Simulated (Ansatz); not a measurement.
**CH₄AsB (SMILES C=B[AsH2]): functionals against CCSD(T) at one geometry**

Aim: energy, forces and dipole at a structure displaced at random from a GFN2-xTB minimum, from CCSD(T) and from density functionals.

Method: single points in def2-TZVPP; program: Ansatz 0.2.0, Gaussian basis.

Correlated methods freeze the cores. Filled d shells of the heavier atoms are correlated.

### 1 Where the work starts

SMILES `C=B[AsH2]`, 7 atoms, charge 0, spin multiplicity 1.

Atoms are counted from 1 here; the program's logs count them from 0.

Bond lengths: C1–B2 1.367 Å, C1–H4 1.092 Å, C1–H5 1.070 Å, B2–As3 1.943 Å, As3–H6 1.513 Å, As3–H7 1.532 Å. Angles: B2–C1–H4 123.5°, B2–C1–H5 123.7°, H4–C1–H5 112.7°, C1–B2–As3 172.3°, B2–As3–H6 95.4°, B2–As3–H7 96.7°, H6–As3–H7 90.6°.

As a file:

```xyz
7

C    -1.2116    0.1871   -0.9156
B    -0.1993   -0.1206   -0.0493
As    1.1624   -0.8073    1.1539
H    -2.0196   -0.5024   -1.1685
H    -1.3169    1.1395   -1.3918
H     1.2235    0.4299    2.0227
H     2.3735   -0.3230    0.3496
```

### 2 CCSD(T)/def2-TZVPP

The input, run/in.yaml:

```yaml
crystal:
  periodic: [false, false, false]
  atoms:
    - {symbol: C, position_ang: [-1.211600, 0.187100, -0.915600]}
    - {symbol: B, position_ang: [-0.199300, -0.120600, -0.049300]}
    - {symbol: As, position_ang: [1.162400, -0.807300, 1.153900]}
    - {symbol: H, position_ang: [-2.019600, -0.502400, -1.168500]}
    - {symbol: H, position_ang: [-1.316900, 1.139500, -1.391800]}
    - {symbol: H, position_ang: [1.223500, 0.429900, 2.022700]}
    - {symbol: H, position_ang: [2.373500, -0.323000, 0.349600]}
basis:
  gaussian: {orbitals: def2-TZVPP}
correlation: {method: ccsd_t}
output: {forces: true}
```

The command line of these runs was not kept.

### 3 PBE0-D4/def2-TZVPP

run/in.yaml, as its differences from that of step 2:

```diff
@@ -12,3 +12,3 @@
   gaussian: {orbitals: def2-TZVPP}
-correlation: {method: ccsd_t}
-output: {forces: true}
+hamiltonian: {xc: pbe0, dispersion: d4}
+output: {forces: true, orbitals: {seedname: orbitals}}
```

### 4 wB97M-V/def2-TZVPP

run/in.yaml, as its differences from that of step 3:

```diff
@@ -12,3 +12,3 @@
   gaussian: {orbitals: def2-TZVPP}
-hamiltonian: {xc: pbe0, dispersion: d4}
-output: {forces: true, orbitals: {seedname: orbitals}}
+hamiltonian: {xc: {name: wB97M-V}}
+output: {forces: true}
```

### 5 r2SCAN-D4/def2-TZVPP

run/in.yaml, as its differences from that of step 4:

```diff
@@ -12,3 +12,3 @@
   gaussian: {orbitals: def2-TZVPP}
-hamiltonian: {xc: {name: wB97M-V}}
+hamiltonian: {xc: r2scan, dispersion: d4}
 output: {forces: true}
```

### 6 PBE-D4/def2-TZVPP

run/in.yaml, as its differences from that of step 5:

```diff
@@ -12,3 +12,3 @@
   gaussian: {orbitals: def2-TZVPP}
-hamiltonian: {xc: r2scan, dispersion: d4}
+hamiltonian: {xc: pbe, dispersion: d4}
 output: {forces: true}
```

### 7 B97M-V/def2-TZVPP

run/in.yaml, as its differences from that of step 6:

```diff
@@ -12,3 +12,3 @@
   gaussian: {orbitals: def2-TZVPP}
-hamiltonian: {xc: pbe, dispersion: d4}
+hamiltonian: {xc: {name: B97M-V}}
 output: {forces: true}
```

### 8 LC-wPBE/def2-TZVPP

run/in.yaml, as its differences from that of step 7:

```diff
@@ -12,3 +12,3 @@
   gaussian: {orbitals: def2-TZVPP}
-hamiltonian: {xc: {name: B97M-V}}
+hamiltonian: {xc: {name: LC-wPBE}}
 output: {forces: true}
```

(Steps that only read results are left out.)

Q: Predict the outcome of this session. Wanted: energy less free atoms, CCSD(T)/def2-TZVPP; RMS force component; RMS force error; HOMO and LUMO, PBE0-D4; T1 diagnostic.

As calculated:

| quantity | value |
| --- | --- |
| energy less free atoms, CCSD(T)/def2-TZVPP | -2202.8 kJ/mol |
| RMS force component | 0.288 to 0.428 eV/Å over the methods |
| RMS force error | PBE0-D4 0.184, wB97M-V 0.229, r2SCAN-D4 0.161, PBE-D4 0.217, B97M-V 0.188, LC-wPBE 0.289 eV/Å |
| HOMO and LUMO, PBE0-D4 | -6.68 and -1.41 eV |
| T1 diagnostic | 0.014 |

Against CCSD(T) the functionals' energies less atoms differ by -124.2 to -42.2 kJ/mol, PBE-D4 by -124.2 kJ/mol. CCSD(T) in triple zeta still lacks some correlation energy of the bonds, so part of these gaps is its own basis error and they don't rank the functionals. The forces of r2SCAN-D4 come nearest to CCSD(T), those of LC-wPBE are farthest. Frozen-core CCSD(T) forces in triple zeta carry basis errors of their own, and this is one geometry, so small gaps rank nothing.
